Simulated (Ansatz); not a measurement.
# AlNi: the cost of one run

Method: DFT PBE, scalar-relativistic, plane waves, PAW, in Ansatz 0.2.0.

### Step 1. The starting structure

The structure is cubic, space group Pm-3m (No. 221). The conventional cell has a = 2.881 Å, b = 2.881 Å, c = 2.881 Å, α = 90.00°, β = 90.00°, γ = 90.00°. Around Al (site symmetry m-3m) lie 8 Ni at 2.50 Å. Ni (site symmetry m-3m) has 8 Al at 2.50 Å as nearest neighbours.

Coordinates:

```xyz
2
Lattice="2.8810 0.0000 0.0000 0.0000 2.8810 0.0000 0.0000 0.0000 2.8810" Properties=species:S:1:pos:R:3 pbc="T T T"
Al    0.0000    0.0000    0.0000
Ni    1.4405    1.4405    1.4405
```

The structure comes from the Crystallography Open Database.

### Step 2. Ground state at the listed geometry

File input.yaml:

```yaml
crystal:
  lattice:
    - [2.881, 0.0, 0.0]
    - [0.0, 2.881, 0.0]
    - [0.0, 0.0, 2.881]
  atoms:
    - { symbol: Al, position: [0.0, 0.0, 0.0] }
    - { symbol: Ni, position: [0.5, 0.5, 0.5], spin: 2.0 }
magnetization:
  spin_polarized: true
basis:
  ecutwfc: 420
  fft_grid_basis: typed
kpoints:
  mp_grid: { grid: [12, 12, 12] }
hamiltonian:
  xc: pbe
scf:
  occupations: { method: gaussian, width: 0.05 }
output:
  forces: true
  stress: true
  eigenvalues: true
  bader: true
  write_density: true
  volumetric_format: npy
  populations: true
  elf: true
```

The run is started by

```bash
$ ansatz run input.yaml --threads 2 --pin off --max-ram 4096MiB --backend cpu --events-out ev --progress --plain --runs-dir out
```

What time and memory should one allow on 2 threads of AMD EPYC 9R45 (Zen 5), shared host?

About 6 s, with a peak of 0.41 GiB.
